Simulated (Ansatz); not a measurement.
Consider a test of scalar relativity of GaSe (Ansatz 0.2.0 through its Python package).

`gase.xyz`
```text
2

Ga    0.00000    0.00000    0.00000
Se    0.00000    0.00000    2.32000
```

Script `run_x2c.py`:
```python
'''GaSe with and without the spin-free two-component Hamiltonian.'''

import ansatz as az
import numpy as np

XC = 'b3lyp'

mol = az.Crystal.molecule_from_extxyz('gase.xyz')

calc = mol.calculation()
calc = calc.functional(XC).spin('collinear', total=1)
calc = calc.forces()
# a set contracted for a scalar-relativistic Hamiltonian goes with the relativistic run
sets = {'none': 'cc-pVTZ', 'scalar': 'cc-pVTZ-DK'}
found = {kind: calc.basis(gaussian=basis).pseudopotentials(relativity=kind).run(threads=1, pin='off').report for kind, basis in sets.items()}
for kind, each in found.items():
    dipole = 4.803205 * np.linalg.norm(each['charge_distribution']['dipole_moment_e_ang'])
    print(f'{kind:7s} E = {each["free_energy_ev"]:.4f} eV  dipole {dipole:.3f} D  largest force component {np.abs(each["forces_ev_ang"]).max():.4f} eV/A')
print(f'relativity lowers the total energy by {found["none"]["free_energy_ev"] - found["scalar"]["free_energy_ev"]:.3f} eV')
```

What does scalar relativity change in the total energy and in the dipole?

The total moves by -1287.1 eV, nearly all in the cores, and the dipole from 3.33 to 3.28 D.

What the script printed:

```console
$ python run_x2c.py
none    E = -117732.3632 eV  dipole 3.330 D  largest force component 0.9456 eV/A
scalar  E = -119019.4327 eV  dipole 3.281 D  largest force component 0.9283 eV/A
relativity lowers the total energy by 1287.070 eV
```

What to keep in mind:
- These settings explore the input space; basis and method may be short of convergence.
- The geometry is a force-field or estimated start, not a minimum of this method. The basis set changes with the Hamiltonian (a set recontracted for scalar relativity), and most of the change in the total lies in the cores.
- The species is open-shell (spin multiplicity 2).
- b3lyp holds the VWN-RPA fit, as in Gaussian; the form of ORCA and Turbomole is b3lyp5.
- The spin state was assumed, and another may lie lower.
- Finished in 28 s on 1 thread of Arm Neoverse V1 (shared host), peak memory 0.31 GiB.
